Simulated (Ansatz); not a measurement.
# BF2H5Si: the cost of one run

All numbers below are computed with Ansatz 0.2.0 (RHF/def2-SVP).

## Step 1: The system as given

Bond lengths: B1–F3 1.320 Å, B1–F4 1.320 Å, B1–Si5 2.250 Å, Si5–H6 1.460 Å, Si5–H7 1.460 Å, Si5–H8 1.460 Å, Si5–H9 1.594 Å. Angles: F3–B1–F4 120.0°, F3–B1–Si5 97.0°, F4–B1–Si5 101.2°, B1–Si5–H6 109.5°, B1–Si5–H7 109.5°, B1–Si5–H8 109.5°, B1–Si5–H9 55.9°, H6–Si5–H7 109.4°, H6–Si5–H8 109.4°, H6–Si5–H9 144.2°, H7–Si5–H8 109.4°, H7–Si5–H9 106.3°, H8–Si5–H9 57.9°.

As a file:

```xyz
9

B     0.0000    0.0000    0.0000
H     0.0000    0.0000    1.5400
F     1.1431    0.0000   -0.6600
F    -1.1431    0.0000   -0.6600
Si    0.0940   -2.1331    0.7095
H    -0.6959   -2.9783   -0.1812
H     1.4817   -2.5871    0.7061
H    -0.4425   -2.2202    2.0645
H     0.0384   -0.8711    1.6809
```

## Step 2: Pulling towards end A

Springs on the bonds that form and break draw the guess towards this end; the thresholds are loose.

Contents of input.yaml:

```yaml
crystal:
  periodic: [false, false, false]
  atoms:
    - { symbol: B, position_ang: [0.0, 0.0, 0.0] }
    - { symbol: H, position_ang: [0.0, 0.0, 1.54] }
    - { symbol: F, position_ang: [1.1431, 0.0, -0.66] }
    - { symbol: F, position_ang: [-1.1431, 0.0, -0.66] }
    - { symbol: Si, position_ang: [0.094, -2.1331, 0.7095] }
    - { symbol: H, position_ang: [-0.6959, -2.9783, -0.1812] }
    - { symbol: H, position_ang: [1.4817, -2.5871, 0.7061] }
    - { symbol: H, position_ang: [-0.4425, -2.2202, 2.0645] }
    - { symbol: H, position_ang: [0.0384, -0.8711, 1.6809] }
basis:
  gaussian: { orbitals: def2-SVP }
hamiltonian:
  xc: hf
relax:
  f_tol: 0.15
  max_steps: 25
  restrain:
    - { distance: [0, 4], at: 3.15, k: 30.0 }
    - { distance: [8, 1], at: 1.86, k: 30.0 }
    - { distance: [0, 1], at: 1.19, k: 30.0 }
    - { distance: [8, 4], at: 1.46, k: 30.0 }
```

On the command line:

```
$ ansatz run input.yaml --threads 1 --pin off --max-ram 2048MiB --backend cpu --events-out ev --progress --plain --runs-dir out
```

**Question.** How long does this run take on 1 thread of Arm Neoverse V2, shared host, and how much memory does it need?

About 12 s, with a peak of 0.14 GiB.
